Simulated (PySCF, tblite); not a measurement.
**C₅H₁₀OSi: geometry, infrared bands and NMR shifts**

Aim: predict the infrared bands and NMR shifts of C₅H₁₀OSi (`C=C/C=C/CO[SiH3]`).

Computed with tblite 0.8.0 and PySCF 2.14.0, with density-fitted response routines of our own, on a single molecule in the gas phase. Atoms count from 0, in the outputs and in this text.

## Step 1: The starting structure

17 atoms, charge 0, multiplicity 1; geometry from: force field or distance geometry start.

Bonds of the start (Å): C0–C1 1.32, C1–C2 1.45, C2–C3 1.33, C3–C4 1.49, C4–O5 1.41, O5–Si6 1.67, C0–H7 1.08, C0–H8 1.09, C1–H9 1.10, C2–H10 1.09, C3–H11 1.10, C4–H12 1.09, C4–H13 1.11, Si6–H14 1.48, Si6–H15 1.49, Si6–H16 1.48.

## Step 2: Relaxing the molecule with GFN2-xTB

The job: settings as JSON, then the geometry in Å.

```
{"job": {"kind": "relax", "xc": "GFN2-xTB", "basis": "xTB"}, "charge": 0, "multiplicity": 1}
C     -3.802200     0.227700    -0.058600
C     -2.667400    -0.183900     0.476700
C     -1.381500    -0.091600    -0.184600
C     -0.242800    -0.506500     0.351000
C      1.093200    -0.426700    -0.303800
O      1.954600     0.286100     0.559100
Si     3.521500     0.563100     0.058400
H     -3.848700     0.679300    -1.042700
H     -4.739400     0.133500     0.489400
H     -2.682000    -0.625100     1.488000
H     -1.387500     0.357000    -1.181700
H     -0.243100    -0.960200     1.354200
H      1.465800    -1.441300    -0.466100
H      1.017300     0.086400    -1.281600
H      3.494400     1.344200    -1.199700
H      4.257600     1.310400     1.118000
H      4.183200    -0.740300    -0.185700
```

Command:

```bash
$ OMP_NUM_THREADS=1 python probes_run.py task.json out
```

One launch serves the whole session: the jobs run in the order shown.

**Question.** This job is followed by: GFN2-xTB harmonic vibrations, gas phase; GIAO PBE0/pcSseg-1 NMR shielding, non-relativistic, gas phase. What will the session give for the following? strongest single infrared mode (GFN2-xTB); zero-point energy (GFN2-xTB); 13C shifts against TMS (PBE0/pcSseg-1); 1H shifts against TMS (PBE0/pcSseg-1, means over atoms taken as alike); 17O shifts against H2O (PBE0/pcSseg-1); 29Si shifts against TMS (PBE0/pcSseg-1).

The runs gave:

```
                                                              quantity                                         value
                             strongest single infrared mode (GFN2-xTB)                          849 cm⁻¹, 411 km/mol
                                          zero-point energy (GFN2-xTB)                                 81.2 kcal/mol
                                13C shifts against TMS (PBE0/pcSseg-1)          145.3, 142.6, 139.5, 125.1, 70.9 ppm
1H shifts against TMS (PBE0/pcSseg-1, means over atoms taken as alike)  6.64, 6.34, 6.18, 5.52, 5.45, 4.91, 4.38 ppm
                                17O shifts against H2O (PBE0/pcSseg-1)                                      16.4 ppm
                               29Si shifts against TMS (PBE0/pcSseg-1)                                     -38.3 ppm
```

**Reading.** The optimisation took 53 steps and gained 0.169 eV; among the close pairs (by a distance rule), O5–Si6 changed most, from 1.668 to 1.617 Å. All 45 modes are real, so the xTB geometry is a minimum. The strongest single mode, at 849 cm⁻¹, has its largest shares on Si6, O5, H16 and H14 (the list is cut at 4 atoms). GFN2-xTB is a fitted tight-binding method: band positions and strengths are rough. Its intensities can rank the bands wrongly. At PBE0/pcSseg-1: Shielding is most anisotropic at C1 (span 225 ppm, paramagnetic term -212 ppm).
